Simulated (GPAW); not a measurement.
ScF3:

```
Sc F
1.0
     4.01245    0.00000    0.00000
     0.00000    4.01245    0.00000
     0.00000    0.00000    4.01245
Sc F
1 3
Direct
  0.00000 0.00000 0.00000
  0.00000 0.00000 0.50000
  0.00000 0.50000 0.00000
  0.50000 0.00000 0.00000
```

Base run:

| Quantity | Value |
| --- | --- |
| Program | GPAW 26.7.0 |
| Functional | PBEsol |
| Potentials or basis | PAW data sets generated in the run's folder for this functional |
| Cutoff | 800 eV |
| Basis | pw |
| k mesh | 7 × 7 × 7 |
| Occupations | fermi-dirac, width 0.05 eV |
| Spin | no spin polarisation |
| Hubbard terms | Sc d U = 8 eV |

Its results: band gap on the k mesh 7.69 eV, indirect (least direct gap 8.24 eV); pressure 7.6 GPa.

Question: The run is repeated on the same cell with these changes: hubbard terms from Sc d U = 8 eV to Sc d U = 2 eV. What comes out?

Answer: Band gap on the k mesh 6.93 eV, indirect (least direct gap 7.45 eV); pressure 1.4 GPa.

A k mesh can miss the band edges.

Not every run made on this cell is shown here.
